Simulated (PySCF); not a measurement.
# H2Rb2: the SCF solver's settings

Do solver options change the result for H2Rb2, or only the number of cycles?

Computed with PySCF 2.14.0. Level: each script names its method and basis.

2 further runs of the same task are left out: 2 that didn't finish.

### Step 1. Where the work starts

H2Rb2: 4 atoms, charge 0, spin multiplicity 1.

Bond lengths: Rb1–H3 2.643 Å, Rb1–H4 2.643 Å, Rb2–H3 2.643 Å, Rb2–H4 2.643 Å. Angles: H3–Rb1–H4 84.7°, H3–Rb2–H4 84.7°, Rb1–H3–Rb2 95.3°, Rb1–H4–Rb2 95.3°.

Coordinates:

```mol
H2Rb2
  3D, bonds by distance, orders not assigned

  4  4  0  0  0  0  0  0  0  0999 V2000
    1.9539    0.0000    0.0000 Rb  0  0
   -1.9539    0.0000    0.0000 Rb  0  0
    0.0000    1.7799    0.0000 H   0  0
    0.0000   -1.7799    0.0000 H   0  0
  1  3  8  0
  1  4  8  0
  2  3  8  0
  2  4  8  0
M  END
```

### Step 2. Base script

Input file input.py:

```python
from pyscf import gto, scf, mp

mol = gto.M(
    atom='Rb 1.9539 0 0; Rb -1.9539 0 0; H 0 1.7799 0; H 0 -1.7799 0',
    basis='def2-svpd',
    ecp={'Rb': 'def2-svpd'},
    charge=0,
    spin=0,
    verbose=4,
)
mf = scf.RHF(mol)
mf.kernel()
mp.MP2(mf).kernel()
mf.dip_moment()
print('orbital energies (hartree):', mf.mo_energy[..., max(0, mol.nelec[1]-3):mol.nelec[0]+3].round(4))
```

Launch:

```bash
$ OMP_NUM_THREADS=1 python input.py
```

The log of this run is left out.

It gives: E(SCF) = -48.711268 Eh, 8 cycles, E(MP2) − E(SCF) = -0.15381 Eh, μ = 0.00 D (of the SCF density).

### Step 3. Damping 0.8

Edit 1 changes damping: none → 0.8.

Input file input.py:

```python
from pyscf import gto, scf, mp

mol = gto.M(
    atom='Rb 1.9539 0 0; Rb -1.9539 0 0; H 0 1.7799 0; H 0 -1.7799 0',
    basis='def2-svpd',
    ecp={'Rb': 'def2-svpd'},
    charge=0,
    spin=0,
    verbose=4,
)
mf = scf.RHF(mol)
mf.damp = 0.8
mf.diis_start_cycle = 8
mf.kernel()
mp.MP2(mf).kernel()
mf.dip_moment()
print('orbital energies (hartree):', mf.mo_energy[..., max(0, mol.nelec[1]-3):mol.nelec[0]+3].round(4))
```

Launch:

```bash
$ OMP_NUM_THREADS=1 python input.py
```

### Step 4. Initial guess 1e

Edit 2 changes initial guess: minao → 1e.

Changes to input.py since step 2:

```diff
@@ -11,2 +11,3 @@
 mf = scf.RHF(mol)
+mf.init_guess = '1e'
 mf.kernel()
```

Before running it: what results should come out? Wanted: for each run, E(SCF); from base; gap; SCF dipole; after the SCF.

The runs gave:

| run | E(SCF) (hartree) | from base (eV) | cycles | gap (eV) | SCF dipole (D) | after the SCF |
| --- | --- | --- | --- | --- | --- | --- |
| base | -48.711268 | 0 | 8 | 6.62 | 0.00 | MP2 correlation -4.185 eV |
| damping 0.8 | -48.711268 | 0.0000 | 13 | 6.62 | 0.00 | MP2 correlation -4.185 eV |
| initial guess 1e | -48.711268 | 0.0000 | 8 | 6.62 | 0.00 | MP2 correlation -4.185 eV |

Distance from each run's final energy (log10 hartree) by cycle:

| run | cycle 1 | cycle 2 | cycle 3 | cycle 5 | cycle 8 | cycle 12 |
| --- | --- | --- | --- | --- | --- | --- |
| base | -1.2 | -2.7 | -3.8 | -6.3 | < -11 | done |
| damping 0.8 | -1.2 | -1.4 | -1.6 | -2.0 | -3.6 | -9.1 |
| initial guess 1e | -0.5 | -2.0 | -3.1 | -5.6 | < -11 | done |

The SCF energy stays the same, to the digits that matter, with damping 0.8 or initial guess 1e. The base needs 8 cycles and the run with damping 0.8 needs 13.
